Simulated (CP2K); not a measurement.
**HPbNO4 in CP2K: the effect of functional**

The system is HPbNO4.

```
H Pb N O
1.0
     4.12042    0.00000    0.00000
     0.00263    6.42744    0.00000
     0.00621    3.27160    7.72297
H Pb N O
2 2 2 8
Cartesian
  3.7271 3.0007 3.7727
  1.6673 6.6979 3.9497
  1.6309 4.2975 5.4621
  3.6910 5.4011 2.2602
  2.6145 1.9630 1.6010
  0.5586 7.7363 6.1224
  3.7468 3.8912 4.1989
  2.2187 3.1495 1.5057
  2.2047 1.0718 0.8188
  3.4518 1.6401 2.5232
  1.6864 5.8075 3.5235
  0.1621 6.5501 6.2185
  0.1492 8.6282 6.9041
  1.3958 8.0582 5.1999
```

The cell was built by a generator and needn't be a form met in nature.

Alike in all runs:

```yaml
Program: CP2K 2026.2
Task: single point
Potentials_or_basis: GTH_POTENTIALS H GTH-PBE-q1, Pb GTH-PBE-q4, N GTH-PBE-q5, O GTH-PBE-q6; DZVP-MOLOPT-SR-GTH basis
Density_cutoff: 12245 eV
k_mesh: 5 × 4 × 3
Occupations: fermi-dirac, width 0.05 eV
Spin: no spin polarisation
```

| functional | gap on the mesh (eV) | pressure (GPa) | largest force (eV/Å) |
| --- | --- | --- | --- |
| LDA | 3.23 | -1.6 | 0.70 |
| PBEsol | 3.29 | -0.4 | 0.42 |
| RPBE | ? | ? | ? |

What does the run with functional RPBE give?

gap on the mesh 3.38 eV; pressure 2.5 GPa; largest force 0.62 eV/Å.

Caveats: the potentials were made for another functional, which shifts forces and pressure; spin-orbit coupling is left out, which as a rule narrows the gap of such compounds by several tenths of an eV; an odd mesh through Γ misses points on the zone boundary, where band edges often lie; the basis of atomic orbitals isn't converged, which shifts pressures, moduli and gaps.

Runs at the PBE level aren't shown here.
